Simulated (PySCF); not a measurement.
# TiS(OH)2: relaxation and vibrations of the singlet

Where does singlet TiS(OH)2 go from a T-shaped (ligand arrangement 1) start, is the end point a minimum, and what are its modes, charges and moments?

The runs use PySCF 2.14.0; B3LYP, basis Ti def2-SVP, S def2-SVP, O def2-SVP, H def2-SVP, no relativity, density fitting.

**1. The starting structure**

6 atoms, charge 0, spin multiplicity 1.

Bond lengths: Ti1–S2 2.110 Å, Ti1–O3 1.990 Å, Ti1–O4 1.990 Å, O3–H5 0.960 Å, O4–H6 0.960 Å. Angles: S2–Ti1–O3 88.0°, S2–Ti1–O4 176.0°, O3–Ti1–O4 88.0°, Ti1–O3–H5 130.0°, Ti1–O4–H6 130.0°.

Z-matrix (Å, degrees; charge 0 multiplicity 1):
```
Ti
S  1 2.1100
O  1 1.9900 2 88.00
O  1 1.9900 3 88.00 2 180.00
H  3 0.9600 1 130.00 2 0.00
H  4 0.9600 1 130.00 3 89.99
```

**2. T-shaped (ligand arrangement 1) start, singlet: relaxation**

One driver script runs all steps and calls PySCF; scf.py shows how it sets up the SCF of each step. The optimiser is the driver's own. Before each start the driver seeks the lowest SCF state from one or more starting densities and follows internal instabilities, so scf.py alone need not reach the same state.

The program finds C1 symmetry in the start. Threshold on the gradient: 0.0003 Eh/bohr, with a further test on the energy change.

Input file scf.py:

```python
from pyscf import gto, scf, dft
mol = gto.M(atom='''
Ti     0.296019     0.006506    -0.333659
S     -1.812681     0.006506    -0.260059
O      0.296019     0.006506     1.656341
O      2.284819     0.006506    -0.264259
H     -0.439381     0.006506     2.273441
H      2.901519    -0.728894    -0.242659''',
    basis={'Ti': 'def2-SVP', 'S': 'def2-SVP', 'O': 'def2-SVP', 'H': 'def2-SVP'},
    charge=0, spin=0)
mf = dft.RKS(mol, xc='B3LYP')
mf.grids.atom_grid = (50, 194)
aux = {'Ti': 'def2-universal-JKFIT', 'S': 'def2-universal-JKFIT', 'O': 'def2-universal-JKFIT', 'H': 'def2-universal-JKFIT'}
mf = mf.density_fit(auxbasis=aux)
mf.kernel()
```

The runs that follow: Frequencies.

**Question.** What will these runs give? Wanted: minimum; geometry; wavenumbers; dipole moment; highest occupied, lowest empty level; polar-tensor charge of Ti1; zero-point energy; atomisation energy.

**Answer**, as computed:

```
                                 quantity                                                                                                                         value
                                  minimum                                                                                                                   singlet, Cs
                                 geometry                      O–H 0.966 Å (×2), Ti–O 1.800 Å (×2), Ti–S 2.076 Å; H–O–Ti 130.8° (×2), O–Ti–O 117.8°, O–Ti–S 117.6° (×2)
                       wavenumbers (cm⁻¹)  82 (a'), 190 (a''), 204 (a'), 443 (a''), 449 (a'), 497 (a''), 511 (a'), 595 (a'), 752 (a'), 817 (a''), 3853 (a''), 3860 (a')
                            dipole moment                                                                                                                        1.91 D
     highest occupied, lowest empty level                                                                                                               -6.64, -3.03 eV
               polar-tensor charge of Ti1                                                                                                                       +1.85 e
                        zero-point energy                                                                                                                   73.3 kJ/mol
                      entropy at 298.15 K                                                                                                               328.9 J/(mol K)
atomisation energy (no zero-point energy)                                                                                                                   2287 kJ/mol
```

**Reading.** The T-shaped (ligand arrangement 1) start (C1) ends in a minimum of Cs symmetry. The strongest infrared band lies at 3853 cm⁻¹ (a''). Only this shape and spin were tried, so other structures or states may lie lower. Take wavenumbers under 90 cm⁻¹ as rough.
